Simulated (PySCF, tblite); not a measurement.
**C2H8F2SSi2: geometry, infrared bands and NMR shifts**

What infrared bands and NMR shifts should C2H8F2SSi2 (`FC(F)CS[SiH2][SiH3]`) show?

The runs use tblite 0.8.0 and PySCF 2.14.0, with density-fitted response routines of our own; the level of theory stands in each step. All values are computed, except where a source is named. Atoms count from 0, in the outputs and in this text.

**1. Starting geometry**

15 atoms, charge 0, multiplicity 1; geometry from: force field or distance geometry start.

Bonds of the start (Å): F0–C1 1.37, C1–F2 1.34, C1–C3 1.53, C3–S4 1.83, S4–Si5 2.16, Si5–Si6 2.31, C1–H7 1.11, C3–H8 1.08, C3–H9 1.09, Si5–H10 1.49, Si5–H11 1.49, Si6–H12 1.50, Si6–H13 1.49, Si6–H14 1.48.

**2. Optimising the geometry with GFN2-xTB**

Job settings and geometry (Å):

```
{"job": {"kind": "relax", "xc": "GFN2-xTB", "basis": "xTB"}, "charge": 0, "multiplicity": 1}
F     -2.047500    -1.217800     0.826500
C     -2.560700     0.042200     0.669300
F     -3.846900    -0.121200     0.315500
C     -1.816300     0.786400    -0.434200
S     -0.122200     1.302600     0.025800
Si     1.030500    -0.518400    -0.061800
Si     3.301000    -0.093800    -0.111300
H     -2.522000     0.560300     1.646200
H     -2.372500     1.680900    -0.678200
H     -1.786100     0.165700    -1.328900
H      0.598400    -1.251200    -1.280200
H      0.670900    -1.318500     1.142300
H      3.730400     0.645700     1.118300
H      3.673800     0.707900    -1.306800
H      4.064600    -1.362900    -0.161600
```

Command:

```bash
$ OMP_NUM_THREADS=1 python probes_run.py task.json out
```

One launch serves the whole session: the jobs run in the order shown.

**Question.** This job is followed by: GFN2-xTB harmonic vibrations, gas phase; GIAO PBE0/pcSseg-1 NMR shielding, non-relativistic, gas phase. Predict these results of the whole session: strongest single infrared mode (GFN2-xTB); zero-point energy (GFN2-xTB); 13C shifts against TMS (PBE0/pcSseg-1); 1H shifts against TMS (PBE0/pcSseg-1, means over atoms taken as alike); 19F shifts against CFCl3 (PBE0/pcSseg-1, means over atoms taken as alike); 33S shifts against CS2 (PBE0/pcSseg-1); 29Si shifts against TMS (PBE0/pcSseg-1); surface potential, 1st and 99th percentile.

The runs gave:

| quantity | value |
| --- | --- |
| strongest single infrared mode (GFN2-xTB) | 687 cm⁻¹, 773 km/mol |
| zero-point energy (GFN2-xTB) | 57.0 kcal/mol |
| 13C shifts against TMS (PBE0/pcSseg-1) | 126.1, 42.0 ppm |
| 1H shifts against TMS (PBE0/pcSseg-1, means over atoms taken as alike) | 6.09, 4.83, 3.53, 2.88 ppm |
| 19F shifts against CFCl3 (PBE0/pcSseg-1, means over atoms taken as alike) | -126.2 ppm |
| 33S shifts against CS2 (PBE0/pcSseg-1) | -196 ppm |
| 29Si shifts against TMS (PBE0/pcSseg-1) | -40.4, -117.3 ppm |
| surface potential, 1st and 99th percentile | -0.81 V and 1.30 V |

**Reading.** The optimisation took 51 steps and gained 0.100 eV; among the close pairs (by a distance rule), Si6–H12 changed most, from 1.498 to 1.463 Å. No mode is imaginary among the 39: a minimum at this level. The strongest single mode, at 687 cm⁻¹, moves mainly H11 and H10. Unscaled tight-binding wavenumbers are off by several per cent, some by more. Its intensities can rank the bands wrongly. H7 (hydrogen on an sp3 CH bonded to 2 F) lies farthest downfield among hydrogen, at 6.09 ppm; its carbon carries F, hence the downfield position. At PBE0/pcSseg-1: Shielding is most anisotropic at S4 (span 342 ppm, paramagnetic term -360 ppm). At PBE0/pcSseg-1, counted by nearest atom on the grid, the HOMO lies on S4 76 %; H11 6 %, the LUMO on Si5 24 %; S4 14 %.
